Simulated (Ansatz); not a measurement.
# BiSe3: the cost of one run

Program: Ansatz 0.2.0. Level of theory: DFT PBE, scalar-relativistic, plane waves, PAW. These are calculated values, not measurements.

2 further runs of the same task are left out: 1 that didn't finish, 1 set aside as unsound or not needed.

### 1 The system as given

The structure is cubic, space group Fm-3m (No. 225). Conventional cell: a = 7.816 Å, b = 7.816 Å, c = 7.816 Å, α = 90.00°, β = 90.00°, γ = 90.00°. Bi (site symmetry m-3m) has 8 Se at 3.38 Å as nearest neighbours. Around Se (site symmetry -43m) lie 4 Bi at 3.38 Å and 4 Se at 3.38 Å. Around Se (site symmetry m-3m) lie 8 Se at 3.38 Å.

Coordinates:

```
Bi Se
1.0
     0.00000    3.90820    3.90820
     3.90820    0.00000    3.90820
     3.90820    3.90820    0.00000
Bi Se
1 3
Direct
  0.50000 0.50000 0.50000
  0.25000 0.25000 0.25000
  0.75000 0.75000 0.75000
  0.00000 0.00000 0.00000
```

Recipe of the guess: random cell by space group and Wyckoff sites (Fm-3m, No. 225). The dimensions are guesses.

### 2 A first look at the guess

Contents of input.yaml:

```yaml
crystal:
  lattice:
    - [0.0, 3.90820157, 3.90820157]
    - [3.90820157, 0.0, 3.90820157]
    - [3.90820157, 3.90820157, 0.0]
  atoms:
    - { symbol: Bi, position: [0.5, 0.5, 0.5] }
    - { symbol: Se, position: [0.25, 0.25, 0.25] }
    - { symbol: Se, position: [0.75, 0.75, 0.75] }
    - { symbol: Se, position: [0.0, 0.0, 0.0] }
basis:
  ecutwfc: 420
kpoints:
  mp_grid: { grid: [4, 4, 4] }
hamiltonian:
  xc: pbe
scf:
  occupations: { method: gaussian, width: 0.1 }
  lower_state_search: "off"
output:
  forces: true
  stress: true
  eigenvalues: true
```

Started as:

```
> ansatz run input.yaml --threads 1 --pin off --max-ram 2560MiB --backend cpu --events-out ev --progress --plain --runs-dir out
```

**Question.** How long does this run take on 1 thread of Arm Neoverse N1, shared host, and how much memory does it need?

About 4.3 s, with a peak of 0.36 GiB.
